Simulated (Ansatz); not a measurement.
# B6H22P6 (B6P6 zinc blende bond rod): the cost of one run

Program: Ansatz 0.2.0, Gaussian basis. Level of theory: RKS r2SCAN-D4/def2-SVP. These are calculated values, not measurements.

The runs, in order: relaxation at r2SCAN-D4/def2-SVP; a single point at PBE0-D4/def2-SVP.

6 further runs of the same task are left out: 4 that didn't finish, 2 set aside as unsound or not needed.

## Step 1: Where the work starts

34 atoms, charge 0, spin multiplicity 1.

Atoms are counted from 1 here; the program's logs count them from 0.

Bond lengths: B1–P7 1.935 Å, B1–P9 1.926 Å, B1–H13 1.190 Å, B1–H14 1.188 Å, B2–P8 1.936 Å, B2–P10 1.929 Å, B2–H15 1.191 Å, B2–H16 1.195 Å, B3–P7 1.935 Å, B3–P11 1.926 Å, B3–H17 1.190 Å, B3–H18 1.187 Å, B4–P8 1.936 Å, B4–P12 1.929 Å, B4–H19 1.192 Å, B4–H20 1.195 Å, B5–P8 1.950 Å, B5–P9 1.934 Å and more. Angles: P7–B1–P9 103.3°, P7–B1–H13 109.1°, P7–B1–H14 110.7°, P9–B1–H13 108.3°, P9–B1–H14 110.7°, H13–B1–H14 114.1°, P8–B2–P10 104.0°, P8–B2–H15 110.0°, P8–B2–H16 110.5°, P10–B2–H15 107.7°, P10–B2–H16 110.4°, H15–B2–H16 113.8°, P7–B3–P11 103.4°, P7–B3–H17 109.0°, P7–B3–H18 110.7°, P11–B3–H17 108.3°, P11–B3–H18 110.7°, H17–B3–H18 114.1° and more.

The start is a GFN2-xTB geometry.

## Step 2: Relaxation at r2SCAN-D4/def2-SVP

in.yaml reads:

```yaml
crystal:
  periodic: [false, false, false]
  atoms:
    - {symbol: B, position_ang: [-1.804290, 0.583920, -2.879560]}
    - {symbol: B, position_ang: [-1.751690, 0.574020, 1.700630]}
    - {symbol: B, position_ang: [0.589650, -1.798460, -2.884730]}
    - {symbol: B, position_ang: [0.581320, -1.751710, 1.700080]}
    - {symbol: B, position_ang: [0.544610, 0.545450, -0.529750]}
    - {symbol: B, position_ang: [0.600900, 0.601170, 4.064340]}
    - {symbol: P, position_ang: [-0.612990, -0.610890, -3.826860]}
    - {symbol: P, position_ang: [-0.531400, -0.534320, 0.685530]}
    - {symbol: P, position_ang: [-0.622760, 1.547450, -1.702010]}
    - {symbol: P, position_ang: [-0.601710, 1.560640, 2.894770]}
    - {symbol: P, position_ang: [1.548610, -0.616260, -1.705270]}
    - {symbol: P, position_ang: [1.563870, -0.600120, 2.896420]}
    - {symbol: H, position_ang: [-2.552450, -0.059500, -2.214050]}
    - {symbol: H, position_ang: [-2.341730, 1.326760, -3.634240]}
    - {symbol: H, position_ang: [-2.464950, -0.108840, 2.367320]}
    - {symbol: H, position_ang: [-2.339710, 1.320450, 0.975710]}
    - {symbol: H, position_ang: [-0.049490, -2.551520, -2.220460]}
    - {symbol: H, position_ang: [1.333030, -2.330370, -3.642620]}
    - {symbol: H, position_ang: [-0.101320, -2.467480, 2.364600]}
    - {symbol: H, position_ang: [1.329900, -2.336310, 0.974300]}
    - {symbol: H, position_ang: [1.273540, 1.275960, 0.070420]}
    - {symbol: H, position_ang: [-0.060330, -0.061240, 4.803990]}
    - {symbol: H, position_ang: [1.343520, 1.344710, 4.619370]}
    - {symbol: H, position_ang: [-1.315370, -1.314750, -4.795460]}
    - {symbol: H, position_ang: [0.138240, 0.146540, -4.725530]}
    - {symbol: H, position_ang: [-1.318590, -1.323160, -0.161840]}
    - {symbol: H, position_ang: [-1.292780, 2.524860, -0.982940]}
    - {symbol: H, position_ang: [0.168500, 2.434520, -2.440100]}
    - {symbol: H, position_ang: [-1.338450, 2.476080, 3.639440]}
    - {symbol: H, position_ang: [0.110230, 2.529820, 2.186760]}
    - {symbol: H, position_ang: [2.528820, -1.284990, -0.989180]}
    - {symbol: H, position_ang: [2.432480, 0.180700, -2.440820]}
    - {symbol: H, position_ang: [2.479320, -1.336950, 3.641410]}
    - {symbol: H, position_ang: [2.533500, 0.113810, 2.190340]}
basis:
  gaussian: {orbitals: def2-SVP}
hamiltonian: {xc: r2scan, dispersion: d4}
scf: {lower_state_search: "off"}
output: {orbitals: {seedname: orbitals}}
relax: {f_tol: 0.03, max_steps: 70}
```

The run is started by

```sh
ansatz run in.yaml --threads 4 --pin off --events-out ev --progress --plain --max-ram 6963MiB
```

Q: Estimate wall time and peak memory on 4 threads of Arm Neoverse V1, shared host.

About 76 s, with a peak of 0.8 GiB.
